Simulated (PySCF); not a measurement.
# C16H8Br2: the cost of one run

Computed with PySCF 2.14.0 and routines of our own; the level stands in each step. Atoms count from 0.

### Step 1. The starting structure

26 atoms, charge 0, multiplicity 1; geometry from: GFN2-xTB.

### Step 2. Electronic excitations: TDDFT PBE0/def2-SVP

The job: settings as JSON, then the geometry in Å.

```
{"job": {"kind": "uv", "basis": "def2-SVP", "grid": 1, "kgrid": 0, "vcut": 0.6, "nstates": 10, "ntriplets": 0, "tda": false, "delta": [], "pop": false, "xc": "PBE0"}, "charge": 0, "multiplicity": 1}
Br    -3.251869     3.887468    -0.129115
C     -2.280681     2.246887    -0.013136
C     -0.874117     2.327773    -0.041538
C     -0.168818     1.155884     0.041174
C     -0.886220    -0.057321     0.149504
C     -0.013752    -1.167055     0.223984
C     -0.557188    -2.420302     0.333212
C     -1.962428    -2.522278     0.363040
Br    -2.707684    -4.274592     0.515465
C     -2.817799    -1.449922     0.291486
C     -2.278511    -0.147915     0.178443
C     -2.986077     1.072937     0.091843
C      1.339769    -0.621251     0.159382
C      2.573619    -1.238319     0.189849
C      3.715260    -0.449008     0.108922
C      3.623158     0.928677     0.000349
C      2.386296     1.562816    -0.030268
C      1.245554     0.790311     0.048513
H     -0.395187     3.290640    -0.125499
H      0.045103    -3.312997     0.395147
H     -3.886791    -1.597606     0.320532
H     -4.065363     1.080975     0.108017
H      2.654256    -2.311537     0.274602
H      4.688189    -0.917415     0.130790
H      4.525293     1.519344    -0.060792
H      2.323360     2.637373    -0.114827
```

Method: TDDFT PBE0/def2-SVP, vertical, gas phase, core orbitals frozen in the response, virtual orbitals cut by energy.

Run with:

```console
OMP_NUM_THREADS=1 python large_run.py task.json out
```

The driver reads the jobs from task.json and runs them one after another.

**Question.** How long does this first job take on 1 thread of Intel Xeon Platinum 8259CL at 2.50GHz, shared host, and how much memory does it need?

About 2.3 min, with a peak of 0.62 GiB.
